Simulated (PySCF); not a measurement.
# CH8BOP: the cost of one run

Computed with PySCF 2.14.0, with density-fitted response routines of our own, on a single molecule in the gas phase. Atoms count from 0, in the outputs and in this text.

## Step 1: Starting geometry

12 atoms, charge 0, multiplicity 1; geometry from: GFN2-xTB. The atoms were then displaced at random by about 0.01 Å, so the start is not that level's minimum.

Bonds of the start (Å): C0–O1 1.37, O1–B2 1.49, B2–P3 1.99, C0–H4 1.11, C0–H5 1.09, C0–H6 1.12, B2–H7 1.18, B2–H8 1.20, P3–H9 1.38, P3–H10 1.36, P3–H11 1.36.

## Step 2: Relaxing the molecule at PBE0-D3(BJ)/def2-SVP

Job settings and geometry (Å):

```
{"job": {"xc": "PBE0", "basis": "def2-SVP", "d3": "d3bj", "grid": 1, "shake": 0.01, "kind": "geom"}, "charge": 0, "multiplicity": 1}
C     -1.704720     0.695560     0.391050
O     -0.379980     0.361910     0.358390
B      0.044020    -1.058950     0.264380
P      1.805070    -0.140080     0.323380
H     -2.239140     0.378550    -0.533990
H     -2.234400     0.279990     1.249550
H     -1.784420     1.807260     0.455130
H     -0.108420    -1.593820    -0.772940
H     -0.123380    -1.716090     1.260220
H      1.825420     0.677280     1.432070
H      3.110150    -0.528880     0.309300
H      1.829490     0.808990    -0.652460
```

Run with:

```bash
> OMP_NUM_THREADS=1 python probes_run.py task.json out
```

One launch serves the whole session: the jobs run in the order shown.

Q: Estimate the wall time and peak memory of this first job on 1 thread of Arm Neoverse V1, shared host.

About 26 s, with a peak of 0.4 GiB.
